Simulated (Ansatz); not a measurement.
# Eu2SeS: the cost of one run

All numbers below are computed with Ansatz 0.2.0 (DFT PBEsol+U (U_eff = 7 eV on Eu 4f), scalar-relativistic, plane waves, PAW).

2 further runs of the same task are left out: 2 set aside as unsound or not needed.

## (1) The structure to begin with

The cell holds 15 atoms (Eu8S3Se4): a = 8.481 Å, b = 8.481 Å, c = 8.485 Å, α = 60.02°, β = 60.02°, γ = 60.00°.

Structure file:

```xyz
15
Lattice="4.2406 -7.3449 0.0000 8.4812 0.0000 0.0000 4.2406 -2.4483 6.9299" Properties=species:S:1:pos:R:3 pbc="T T T"
Eu    6.3609   -6.1208    1.7957
Eu    4.2228   -2.5102    1.8420
Eu   10.6282   -6.1286    1.8707
Eu    8.5125   -2.4959    1.6928
Eu   10.6015   -3.6725    5.1342
Eu   12.7713   -7.3926    5.1467
Eu    6.3871   -3.6209    5.1773
Eu    8.4936   -7.3904    5.1001
S     8.4812   -4.8966    3.4650
S     2.1203   -1.2242    3.4650
S     4.2406   -4.8966    3.4650
Se    2.1203   -3.6725    0.0000
Se   12.7218   -7.3449    0.0000
Se    6.3609   -3.6725    0.0000
Se    4.2406    0.0000    0.0000
```

The host was relaxed before at PBEsol+U (U_eff = 7 eV on Eu 4f): a = 4.241 Å, b = 4.241 Å, c = 20.790 Å, α = 90.00°, β = 90.00°, γ = 120.00° (conventional cell), 26.981 Å³/atom.

Places, in fractions of the supercell: a vacancy on S at (0.000, 0.500, 0.500). Its neighbours start displaced at random by about 0.05 Å.

## (2) Band edges of the host over the zone

input.yaml

```yaml
crystal:
  lattice:
    - [2.1202999108, 1.2241557243, 6.9299217932]
    - [-2.1202999108, 1.2241557243, 6.9299217932]
    - [0.0, -2.4483114486, 6.9299217932]
  atoms:
    - { symbol: Eu, position: [0.7530428485, 0.7530428485, 0.7530428485], spin: 7.55 }
    - { symbol: Eu, position: [0.2469571515, 0.2469571515, 0.2469571515], spin: 7.55 }
    - { symbol: S, position: [0.5, 0.5, 0.5] }
    - { symbol: Se, position: [0.0, 0.0, 0.0] }
basis:
  ecutwfc: 420
  xc_grid: 2
kpoints:
  mp_grid: { grid: [9, 9, 9] }
  band_path: { path: [VBM, CBM], npoints: 2 }
hamiltonian:
  xc: pbesol
  hubbard: { sites: [{ species: Eu, l: f, u_eff: 7.0 }] }
scf:
  occupations: { method: gaussian, width: 0.02 }
  lower_state_search: "off"
output:
  forces: true
  stress: true
  eigenvalues: true
  populations: true
  hubbard: { sites: [{ species: Eu, l: f }] }
magnetization:
  spin_polarized: true
checkpoint:
  read: start.run
  write: ck
  compress: false
  write_wavefunctions: false
  write_every: 100000
```

It reads its starting density from start.run, saved by an earlier run on this cell.

The run is started by

```bash
ansatz run input.yaml --threads 8 --pin off --max-ram 14336MiB --backend cpu --events-out ev --progress --plain --runs-dir out
```

**Question.** How long does this run take on 8 threads of Arm Neoverse V2, shared host, and how much memory does it need?

About 11 s, with a peak of 1.2 GiB.
